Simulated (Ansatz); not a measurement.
# AlH8NSSi2: the cost of one run

Program: Ansatz 0.2.0. Level of theory: RKS BLYP/STO-3G. These are calculated values, not measurements.

**1. Starting point**

Bond lengths: N1–Si2 1.790 Å, Si2–Al3 2.343 Å, Al3–Si4 2.403 Å, Si4–S5 2.081 Å, N1–H6 0.991 Å, N1–H7 1.034 Å, Si2–H8 1.429 Å, Si2–H9 1.436 Å, Al3–H10 1.624 Å, Si4–H11 1.501 Å, Si4–H12 1.470 Å, S5–H13 1.460 Å. Angles (14 of 19 angles, heavy atoms first): N1–Si2–Al3 108.3°, Si2–Al3–Si4 119.2°, Al3–Si4–S5 110.9°, N1–Si2–H8 110.8°, N1–Si2–H9 108.2°, Al3–Si2–H8 109.9°, Al3–Si2–H9 109.7°, Si2–N1–H6 110.4°, Si2–N1–H7 108.2°, Si2–Al3–H10 120.6°, Si4–Al3–H10 119.8°, Al3–Si4–H11 104.6°, Al3–Si4–H12 108.2°, S5–Si4–H11 111.3°.

Coordinates:

```xyz
13

N    -0.3739    2.4840    1.1352
Si   -1.1598    1.2989    0.0472
Al   -0.5043   -0.8518    0.7063
Si    0.8373   -2.1778   -0.7832
S     2.5500   -1.1446   -1.3583
H     0.6118    2.4079    1.0743
H    -0.6874    2.2925    2.1013
H    -2.5830    1.4145    0.1136
H    -0.7098    1.5527   -1.2925
H    -0.8014   -1.3824    2.2126
H    -0.0574   -2.4487   -1.9573
H     1.1380   -3.4534   -0.1183
H     1.7604   -0.0266   -1.8662
```

**2. Relaxing end A**

Contents of input.yaml:

```yaml
crystal:
  periodic: [false, false, false]
  atoms:
    - { symbol: "N", position_ang: [-0.3739, 2.484, 1.1352] }
    - { symbol: Si, position_ang: [-1.1598, 1.2989, 0.0472] }
    - { symbol: Al, position_ang: [-0.5043, -0.8518, 0.7063] }
    - { symbol: Si, position_ang: [0.8373, -2.1778, -0.7832] }
    - { symbol: S, position_ang: [2.55, -1.1446, -1.3583] }
    - { symbol: H, position_ang: [0.6118, 2.4079, 1.0743] }
    - { symbol: H, position_ang: [-0.6874, 2.2925, 2.1013] }
    - { symbol: H, position_ang: [-2.583, 1.4145, 0.1136] }
    - { symbol: H, position_ang: [-0.7098, 1.5527, -1.2925] }
    - { symbol: H, position_ang: [-0.8014, -1.3824, 2.2126] }
    - { symbol: H, position_ang: [-0.0574, -2.4487, -1.9573] }
    - { symbol: H, position_ang: [1.138, -3.4534, -0.1183] }
    - { symbol: H, position_ang: [1.7604, -0.0266, -1.8662] }
basis:
  gaussian: { orbitals: STO-3G }
hamiltonian:
  xc: blyp
relax:
  f_tol: 0.015
  max_steps: 40
```

Launch:

```bash
$ ansatz run input.yaml --threads 1 --pin off --max-ram 2048MiB --backend cpu --events-out ev --progress --plain --runs-dir out
```

**Question.** How long does this run take on 1 thread of Arm Neoverse V2, shared host, and how much memory does it need?

About 89 s, with a peak of 0.15 GiB.
